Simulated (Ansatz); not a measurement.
# GaPHS (doublet): wave-function methods side by side at a displaced geometry (v2), cc-pVDZ

An exercise on one series of results from a longer session: the logs are not shown, and one member is left open.

Computed with Ansatz 0.2.0, Gaussian basis. Level: cc-pVDZ, core rule «outside noble gas», up to 24 orbitals frozen.

To be run: UHF; CCSD(T) on ROHF; CCSD(T) on UHF; BCCD(T) on ROHF; CISD; CCSDT(Q) on ROHF; CCSDT(Q) on UHF.

28 further runs of the same task are left out: 2 for a known fault of the program, 12 that didn't finish, 14 set aside as unsound or not needed.

## The geometry

The geometry is a PBE0/def2-TZVP stationary point (not a proven minimum) with its atoms shifted at random (size 0.100 Å). No spin-orbit coupling is included. The filled d shell of Ga may be among the frozen orbitals whatever the setting's name suggests; the logs give the count.

4 atoms, charge 0, spin multiplicity 2.

Atoms are counted from 1 here; the program's logs count them from 0.

Bond lengths: P1–Ga2 2.263 Å, P1–H4 1.349 Å, Ga2–S3 2.029 Å. Angles: Ga2–P1–H4 90.0°, P1–Ga2–S3 173.1°.

The first run:

in.yaml reads:

```yaml
crystal:
  periodic: [false, false, false]
  atoms:
    - {symbol: P, position_ang: [0.064565, -0.375729, 1.621080]}
    - {symbol: Ga, position_ang: [-0.100297, -0.287700, -0.633906]}
    - {symbol: S, position_ang: [-0.023689, -0.308759, -2.661135]}
    - {symbol: H, position_ang: [0.059421, 0.972188, 1.673961]}
basis:
  gaussian: {orbitals: cc-pVDZ}
magnetization: {spin_polarized: true, initial_magnetization: 1}
hamiltonian: {xc: hf}
output: {orbitals: {seedname: orbitals}}
```

Started as:

```sh
$ ansatz run in.yaml --threads 1 --pin off --events-out ev --progress --plain --max-ram 2393MiB
```

Steps of the session up to this table: UHF; CCSD(T) on ROHF; CCSD(T) on UHF; BCCD(T) on ROHF; CISD; CCSDT(Q) on ROHF; CCSDT(Q) on UHF.

One of the session's tables, all rows but one given; the rest of the session is left out.

```
   method  from UCCSDT(Q) (kJ/mol)
     ROHF                   +871.5
      UHF                        ?
     RMP2                   +133.5
     UMP2                   +134.5
    RCCSD                    +43.4
    UCCSD                    +43.1
 RCCSD(T)                     +8.2
 UCCSD(T)                     +8.2
  BCCD(T)                     +8.2
   RCCSDT                     +3.6
   UCCSDT                     +3.6
RCCSDT(Q)                     +1.2
UCCSDT(Q)                        0
```

Q: Estimate the row for UHF from the others.

**Answer.** from UCCSDT(Q) (kJ/mol): +860.5. In the column «from UCCSDT(Q) (kJ/mol)» it lies between UMP2 (+134.5) and ROHF (+871.5).

Not comparable, so not listed: CISD (they don't share determinant, frozen orbitals or solution with the rows shown, or repeat one).

Caveats from the session: Restricted and unrestricted rows rest on different reference determinants; where their highest levels disagree by more than a few hundredths of an eV, they describe different states and don't form one ladder.
